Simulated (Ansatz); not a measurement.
# C₂HF₂Ga: one species, many methods

An exercise on one series of results from a longer session: the logs are not shown, and one member is left open.

The runs use Ansatz 0.2.0, Gaussian basis; functionals in def2-TZVPP, the program's frozen cores in correlated methods.

Levels to be run: LDA (SPW92), PBE-D4, revPBE-D4, BLYP-D4, r2SCAN-D4, B97M-V, PBE0-D4, B3LYP-D4, r2SCANh-D4, r2SCAN0-D4, HSE06-D4, BHLYP-D4, CAM-B3LYP-D4, LC-ωPBE, ωB97X-V, ωB97M-V, B2PLYP, PBE-QIDH; CCSD(T)/def2-SVP; CCSD(T)/def2-TZVPP; CCSD(T)/def2-QZVPP; extrapolation to the limit; RPA on PBE.

### The relaxed structure

All runs share one geometry, relaxed beforehand with PBE0-D4 in a triple-zeta def2 set.

6 atoms, charge 0, spin multiplicity 1.

Atoms are counted from 1 here; the program's logs count them from 0.

Bond lengths: C1–C2 1.205 Å, C1–H6 1.067 Å, C2–Ga3 1.875 Å, Ga3–F4 1.734 Å, Ga3–F5 1.734 Å. Angles: C2–C1–H6 180.0°, C1–C2–Ga3 180.0°, C2–Ga3–F4 123.5°, C2–Ga3–F5 123.5°, F4–Ga3–F5 113.0°.

Set-up of the first run:

Contents of in.yaml:

```yaml
crystal:
  periodic: [false, false, false]
  atoms:
    - {symbol: C, position_ang: [-0.242590, 0.981557, 1.587224]}
    - {symbol: C, position_ang: [-0.087003, 0.352869, 0.570941]}
    - {symbol: Ga, position_ang: [0.154510, -0.624864, -1.010181]}
    - {symbol: F, position_ang: [0.241647, -2.356026, -1.061339]}
    - {symbol: F, position_ang: [0.313791, 0.108283, -2.573609]}
    - {symbol: H, position_ang: [-0.380345, 1.538191, 2.486963]}
basis:
  gaussian: {orbitals: def2-TZVPP}
hamiltonian: {xc: lda}
output: {orbitals: {seedname: orbitals}}
```

Run with:

```bash
$ ansatz run in.yaml --threads 2 --pin off --events-out ev --progress --plain --max-ram 32768MiB --backend cpu
```

Steps of the session up to this table: LDA; PBE-D4 (GGA); revPBE-D4 (GGA); BLYP-D4 (GGA); r2SCAN-D4 (meta-GGA); B97M-V (meta-GGA); PBE0-D4 (hybrid); B3LYP-D4 (hybrid); r2SCANh-D4 (hybrid); r2SCAN0-D4 (hybrid); HSE06-D4 (hybrid); BHLYP-D4 (hybrid); CAM-B3LYP-D4 (range-separated); LC-ωPBE (range-separated); ωB97X-V (range-separated); ωB97M-V (range-separated); B2PLYP (double hybrid); PBE-QIDH (double hybrid).

One table of the session follows, with a row left open; its other results are not shown here.

It belongs to the step «Frontier levels by functional». 

```
  functional  HOMO (eV)  LUMO (eV)  gap (eV)
 LDA (SPW92)      -8.12      -2.91      5.21
      PBE-D4      -7.88      -2.59      5.28
   revPBE-D4      -7.79      -2.46      5.33
     BLYP-D4      -7.71      -2.53      5.18
   r2SCAN-D4      -8.13      -2.38      5.76
      B97M-V      -8.08      -2.45      5.63
     PBE0-D4      -9.15      -1.76      7.39
    B3LYP-D4      -8.89      -2.04      6.85
  r2SCANh-D4      -8.61      -2.08      6.53
  r2SCAN0-D4      -9.32      -1.63      7.69
    HSE06-D4      -8.74      -2.13      6.61
    BHLYP-D4     -10.23      -0.96      9.27
CAM-B3LYP-D4     -10.54      -0.82      9.72
     LC-ωPBE          ?          ?         ?
     ωB97X-V     -11.55       0.31     11.85
     ωB97M-V     -11.43       0.11     11.54
```

Q: Estimate the row for LC-ωPBE from the others.

**Answer.** HOMO (eV): -11.99; LUMO (eV): 0.43; gap (eV): 12.42. In the column «HOMO (eV)» it is the lowest.
